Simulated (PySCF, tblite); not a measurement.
# FH9OSi4, a small molecule taken as a stand-in for a surface group: NMR shifts, core binding energies and electronic excitations, part 2 of 2

tblite 0.8.0 and PySCF 2.14.0. Atoms count from 0, parts from 1. The steps go on from the part before.

### Step 5. X-ray photoelectron lines: SCAN, X2C

What the job is given:

```
{"job": {"kind": "xps", "holes": 5}, "charge": 0, "multiplicity": 1}
Si    -0.235938     0.047820    -0.493331
Si     0.905100     2.061826    -0.882150
Si     0.536525    -1.826524    -1.674263
O     -0.184210    -0.307353     1.119905
Si    -1.029640    -0.279580     2.554259
F     -1.801742     0.302935    -0.894139
H      2.343383     1.899242    -0.506331
H      0.301643     3.154891    -0.059533
H      0.823087     2.426861    -2.329809
H     -0.287337    -3.026799    -1.335484
H      0.468994    -1.574233    -3.146460
H      1.960506    -2.080844    -1.294508
H     -1.583299     1.084733     2.801109
H     -0.081491    -0.640779     3.644086
H     -2.146554    -1.267538     2.511286
```

Method: delta-SCF UKS SCAN, pcX-2 on the ionised atom, pcseg-1 elsewhere, spin-free X2C.

Standard output:

```text
ground state, core basis on atom 0 (Si), 187 functions
  cycle   1  E = -1340.76543889  |g| = 8.49e-01
  cycle   2  E = -1340.30045023  |g| = 1.78e+00
  cycle   3  E = -1340.89197965  |g| = 1.26e-01
  cycle   4  E = -1340.89378245  |g| = 1.09e-01
  cycle   5  E = -1340.89592236  |g| = 1.82e-02
  cycle   6  E = -1340.89600494  |g| = 3.73e-03
  cycle   7  E = -1340.89600953  |g| = 1.33e-03
  cycle   8  E = -1340.89600824  |g| = 2.25e-04
  E(ground) = -1340.97974857 Eh
hole in Si 2p of atom 0
  cycle   1  E = -1336.57478753  |g| = 1.24e+00
  cycle   2  E = -1336.03952675  |g| = 1.41e+00
  cycle   3  E = -1336.82294671  |g| = 3.78e-01
  cycle   4  E = -1336.90426019  |g| = 1.49e-01
  cycle   5  E = -1336.90840855  |g| = 9.31e-02
  cycle   6  E = -1336.91247193  |g| = 5.46e-03
  cycle   7  E = -1336.91247186  |g| = 6.08e-03
  cycle   8  E = -1336.91248236  |g| = 1.97e-03
  cycle   9  E = -1336.91248548  |g| = 3.43e-04
  E(ion) = -1337.00754503 Eh   <S^2> = 0.7512   hole on atom = 1.003   binding energy = 108.089 eV
  2p3/2 = 107.829 eV   2p1/2 = 108.457 eV
ground state, core basis on atom 1 (Si), 187 functions
  cycle   1  E = -1340.87892742  |g| = 2.87e-01
  cycle   2  E = -1340.87894509  |g| = 4.15e-02
  cycle   3  E = -1340.87869133  |g| = 5.27e-02
  cycle   4  E = -1340.87920855  |g| = 1.12e-02
  cycle   5  E = -1340.87923265  |g| = 2.26e-03
  cycle   6  E = -1340.87923106  |g| = 3.00e-04
  E(ground) = -1340.96321605 Eh
hole in Si 2p of atom 1
  cycle   1  E = -1336.60758764  |g| = 1.23e+00
  cycle   2  E = -1336.45273561  |g| = 1.10e+00
  cycle   3  E = -1336.89246843  |g| = 2.99e-01
  cycle   4  E = -1336.93232927  |g| = 1.70e-01
  cycle   5  E = -1336.94149274  |g| = 5.45e-02
  cycle   6  E = -1336.94307090  |g| = 1.52e-02
  cycle   7  E = -1336.94314800  |g| = 8.28e-03
  cycle   8  E = -1336.94317052  |g| = 1.92e-03
  cycle   9  E = -1336.94317221  |g| = 2.99e-04
  E(ion) = -1337.03900375 Eh   <S^2> = 0.7526   hole on atom = 1.002   binding energy = 106.783 eV
  2p3/2 = 106.581 eV   2p1/2 = 107.204 eV
ground state, core basis on atom 2 (Si), 187 functions
  cycle   1  E = -1340.87895722  |g| = 2.86e-01
  cycle   2  E = -1340.87906430  |g| = 3.07e-02
  cycle   3  E = -1340.87908269  |g| = 2.03e-02
  cycle   4  E = -1340.87915249  |g| = 8.74e-03
  cycle   5  E = -1340.87916959  |g| = 1.21e-03
  cycle   6  E = -1340.87916825  |g| = 3.06e-04
  E(ground) = -1340.96322294 Eh
hole in Si 2p of atom 2
  cycle   1  E = -1336.60811093  |g| = 1.23e+00
  cycle   2  E = -1336.46042968  |g| = 1.09e+00
  cycle   3  E = -1336.89647467  |g| = 2.80e-01
  cycle   4  E = -1336.93320914  |g| = 1.60e-01
  cycle   5  E = -1336.94104164  |g| = 5.46e-02
  cycle   6  E = -1336.94260709  |g| = 1.22e-02
  cycle   7  E = -1336.94265449  |g| = 8.44e-03
  cycle   8  E = -1336.94267922  |g| = 2.10e-03
  cycle   9  E = -1336.94268058  |g| = 3.51e-04
  E(ion) = -1337.03851705 Eh   <S^2> = 0.7530   hole on atom = 1.002   binding energy = 106.797 eV
  2p3/2 = 106.594 eV   2p1/2 = 107.217 eV
ground state, core basis on atom 3 (O), 176 functions
  cycle   1  E = -1340.82423646  |g| = 1.12e-01
  cycle   2  E = -1340.82159910  |g| = 1.39e-01
  cycle   3  E = -1340.82463221  |g| = 5.17e-02
  cycle   4  E = -1340.82508863  |g| = 7.69e-03
  cycle   5  E = -1340.82510130  |g| = 2.52e-03
  cycle   6  E = -1340.82510311  |g| = 3.32e-04
  E(ground) = -1340.94706877 Eh
hole in O 1s of atom 3
  cycle   1  E = -1320.21204902  |g| = 2.23e+00
  cycle   2  E = -1319.63773784  |g| = 2.25e+00
  cycle   3  E = -1320.98111197  |g| = 4.50e-01
  cycle   4  E = -1321.01962002  |g| = 3.07e-01
  cycle   5  E = -1321.05250546  |g| = 9.00e-02
  cycle   6  E = -1321.05520112  |g| = 1.85e-02
  cycle   7  E = -1321.05546235  |g| = 3.88e-03
  cycle   8  E = -1321.05547158  |g| = 1.30e-03
  cycle   9  E = -1321.05547198  |g| = 4.67e-04
  E(ion) = -1321.17735277 Eh   <S^2> = 0.7619   hole on atom = 1.000   binding energy = 537.961 eV
ground state, core basis on atom 5 (F), 176 functions
  cycle   1  E = -1340.83154016  |g| = 1.73e-01
  cycle   2  E = -1340.82243139  |g| = 2.60e-01
  cycle   3  E = -1340.83408059  |g| = 4.94e-02
  cycle   4  E = -1340.83450588  |g| = 1.20e-02
  cycle   5  E = -1340.83454327  |g| = 3.03e-03
  cycle   6  E = -1340.83454509  |g| = 5.92e-04
  cycle   7  E = -1340.83454245  |g| = 1.04e-04
  E(ground) = -1340.96174193 Eh
hole in F 1s of atom 5
  cycle   1  E = -1314.49207933  |g| = 2.59e+00
  cycle   2  E = -1314.38516721  |g| = 2.15e+00
  cycle   3  E = -1315.34538171  |g| = 3.69e-01
  cycle   4  E = -1315.34509400  |g| = 3.60e-01
  cycle   5  E = -1315.39903398  |g| = 7.14e-02
  cycle   6  E = -1315.40114864  |g| = 2.23e-02
  cycle   7  E = -1315.40151407  |g| = 3.71e-03
  cycle   8  E = -1315.40152313  |g| = 1.56e-03
  cycle   9  E = -1315.40152306  |g| = 2.57e-04
  E(ion) = -1315.53461667 Eh   <S^2> = 0.7567   hole on atom = 1.000   binding energy = 691.907 eV
```

Wall time 39 s (1 thread of Arm Neoverse V2, shared host); peak memory 0.71 GiB.

Binding energies by hole, beside the orbital energy of the ground state; the difference holds orbital relaxation and, for a density functional, its self-interaction error:

```
       hole  stands for                   environment  ΔSCF (eV; 2p as the shell's mean)  −ε (eV)   ⟨S²⟩
Si2p on Si0         Si0  silicon bonded to F, O, 2 Si                             108.04     97.6  0.751
Si2p on Si1         Si1     silicon bonded to Si, 3 H                             106.79     96.3  0.753
Si2p on Si2         Si2     silicon bonded to Si, 3 H                             106.80     96.3  0.753
  O1s on O3          O3         oxygen bonded to 2 Si                             537.96    516.9  0.762
  F1s on F5          F5         fluorine bonded to Si                             691.91    666.4  0.757
```

With the spin-orbit splitting: Si0 2p3/2 107.83, 2p1/2 108.46 eV; Si1 2p3/2 106.58, 2p1/2 107.20 eV; Si2 2p3/2 106.59, 2p1/2 107.22 eV. The table gives each 2p level as the mean over the whole 2p shell (two parts 2p3/2, one part 2p1/2), which differs a little from the single hole in the log.

### Step 6. Excited states and response: CAM-B3LYP/def2-SVPD

The job, as its differences from that of step 5:

```diff
@@ -1,2 +1,2 @@
-{"job": {"kind": "xps", "holes": 5}, "charge": 0, "multiplicity": 1}
+{"job": {"kind": "uv", "xc": "CAM-B3LYP", "basis": "def2-SVPD", "nstates": 6, "ntriplets": 2, "ip": true}, "charge": 0, "multiplicity": 1}
 Si    -0.235938     0.047820    -0.493331
```

Method: TDDFT CAM-B3LYP/def2-SVPD, vertical, gas phase, core orbitals frozen in the response.

Standard output:

```text
coarse grid: 14248 points
cycle   1  E = -1337.7433352568  dE = -7.356e-03  |g| = 8.551e-01  |ddm| = 4.549e+00
cycle   2  E = -1337.6217811474  dE =  1.216e-01  |g| = 1.215e+00  |ddm| = 2.097e+00
cycle   3  E = -1337.8848178459  dE = -2.630e-01  |g| = 6.105e-02  |ddm| = 1.051e+00
cycle   4  E = -1337.8854769313  dE = -6.591e-04  |g| = 4.637e-02  |ddm| = 1.757e-01
cycle   5  E = -1337.8858635080  dE = -3.866e-04  |g| = 1.085e-02  |ddm| = 5.077e-02
cycle   6  E = -1337.8858872832  dE = -2.378e-05  |g| = 1.308e-03  |ddm| = 2.062e-02
cycle   7  E = -1337.8858879286  dE = -6.454e-07  |g| = 4.149e-04  |ddm| = 4.488e-03
final grid: 118864 points
cycle   8  E = -1338.0603069965  dE = -6.681e-06  |g| = 1.011e-03  |ddm| = 2.794e-02
cycle   9  E = -1338.0603070102  dE = -1.369e-08  |g| = 1.133e-03  |ddm| = 3.721e-03
cycle  10  E = -1338.0603072152  dE = -2.051e-07  |g| = 1.219e-04  |ddm| = 9.248e-04
cycle  11  E = -1338.0603072187  dE = -3.428e-09  |g| = 3.905e-05  |ddm| = 3.404e-04
cycle  12  E = -1338.0603072191  dE = -4.475e-10  |g| = 1.424e-05  |ddm| = 1.135e-04
converged SCF energy = -1338.0603072191

Static polarisability (au): isotropic 116.465, principal 98.388 120.292 130.714

Singlet excitations
state   eV       nm        f      main configurations
  1   5.8391    212.3   0.08216   H->L 0.86, H->L+1 0.09
  2   5.9406    208.7   0.00266   H->L+1 0.79, H->L 0.09
  3   6.9098    179.4   0.05901   H->L+2 0.83
  4   7.3086    169.6   0.54436   H->L+3 0.70, H->L+4 0.15
  5   7.6695    161.7   0.01478   H->L+7 0.67, H->L+9 0.14
  6   7.6984    161.1   0.00876   H->L+6 0.28, H-2->L 0.15, H-2->L+1 0.10

Triplet excitations (Tamm-Dancoff, eV): 5.0963 5.3341
Vertical ionisation energy (delta-SCF) = 9.4102 eV
```

Run time: 58 s. Hardware: 1 thread of Arm Neoverse V2, shared host; peak memory 1.2 GiB.

Frontier orbitals and where they lie:

```
orbital      eV                         atoms
 HOMO−3  -11.23  Si2 19 %, Si1 17 %, Si0 15 %
 HOMO−2  -10.81   Si4 27 %, H12 22 %, O3 21 %
 HOMO−1  -10.71   O3 28 %, Si4 28 %, H13 20 %
   HOMO   -8.79  Si0 24 %, Si1 20 %, Si2 19 %
   LUMO    0.27  Si0 24 %, Si1 19 %, Si2 18 %
 LUMO+1    0.51  Si0 21 %, Si1 15 %, Si2 15 %
 LUMO+2    0.77  Si1 22 %, Si2 21 %, Si0 10 %
```

With each of the 6 states as a Gaussian band of 0.4 eV half-width at 1/e, the curve within the window shown has maxima at 212 nm (ε 3,400), 170 nm (ε 23,000) L/(mol cm). Beyond the last state computed it falls off for lack of states. The curve at chosen wavelengths:

nm, ε (L/mol/cm) and a bar:
```
      155       1634 ##
      158       4423 #####
      161       9444 ############
      165      17992 #######################
      168      22502 #############################
      171      23033 ##############################
      174      19785 ##########################
      178      12922 #################
      181       8260 ##########
      184       4891 ######
      187       2774 ###
      191       1386 #
      194       1084 #
      197       1223 #
      200       1664 ##
      204       2462 ###
      207       3008 ###
      210       3352 ####
      213       3419 ####
      217       3091 ####
      220       2627 ###
      223       2085 ##
      226       1554 ##
      230        961 #
      233        631 
      236        395
```

Ground-state properties from the same run:

```
           property  computed
  dipole moment (D)      1.01
polarisability (Å³)     17.26
 HOMO–LUMO gap (eV)      9.06
      −ε(HOMO) (eV)      8.79
```

### Step 7. Summary of results

What follows sums up all 2 parts.

| quantity | value |
| --- | --- |
| point group | C1 |
| rotational constants (main isotopes) | 1.45, 1.01, 0.75 GHz |
| ¹H shifts against TMS (PBE0/pcSseg-1) | 5.13, 5.13, 4.95, 3.55, 3.54, 3.38, 3.37, 3.37, 3.34 ppm |
| ²⁹Si shifts against TMS (PBE0/pcSseg-1) | 35.2, -36.5, -109.2, -110.9 ppm |
| ¹⁷O shifts against H2O (PBE0/pcSseg-1) | 59.6 ppm |
| ¹⁹F shifts against CFCl3 (PBE0/pcSseg-1) | -144.9 ppm |
| Si2p binding energies, SCAN/pcX-2 (standing for 3 of 4 atoms) | Si0 108.04, Si2 106.80, Si1 106.79 eV |
| O1s binding energies, SCAN/pcX-2 | O3 537.96 eV |
| F1s binding energies, SCAN/pcX-2 | F5 691.91 eV |
| lowest singlet (CAM-B3LYP/def2-SVPD) | 5.84 eV (212 nm), f = 0.082 |
| brightest single state of those computed | state 4, 7.31 eV, f = 0.544 |
| lowest triplet | 5.10 eV |
| vertical ionisation energy (ΔSCF) | 9.41 eV |

In words: The optimisation took 12 steps and gained 0.358 eV; among the close pairs (by a distance rule), Si0–Si2 changed most, from 2.288 to 2.346 Å (PBE0/def2-SVP). No frequency check was run at this level, so the end point may be a saddle. At PBE0/pcSseg-1: The largest span, 199 ppm, is at F5, where the paramagnetic term is -149 ppm. Si0 (silicon bonded to F, O, 2 Si) binds its Si2p electron 1.25 eV more tightly than Si1 (silicon bonded to Si, 3 H). Only 3 of the 4 Si atoms are covered by sound results. The lowest singlet, at 5.84 eV, is HOMO→LUMO 0.86, HOMO→LUMO+1 0.09 and is bright; of the 6 states computed, the strongest absorption comes from state 4 at 7.31 eV. The lowest triplet lies 0.74 eV below the lowest singlet (triplets in Tamm-Dancoff, singlets in full TDDFT). ΔSCF puts the ionisation energy at 9.41 eV, 0.62 eV above −ε(HOMO). A capped cluster stands for the solid here, so long-range fields and strain are missing, and bands or shifts of the capping hydrogens have no counterpart in it.
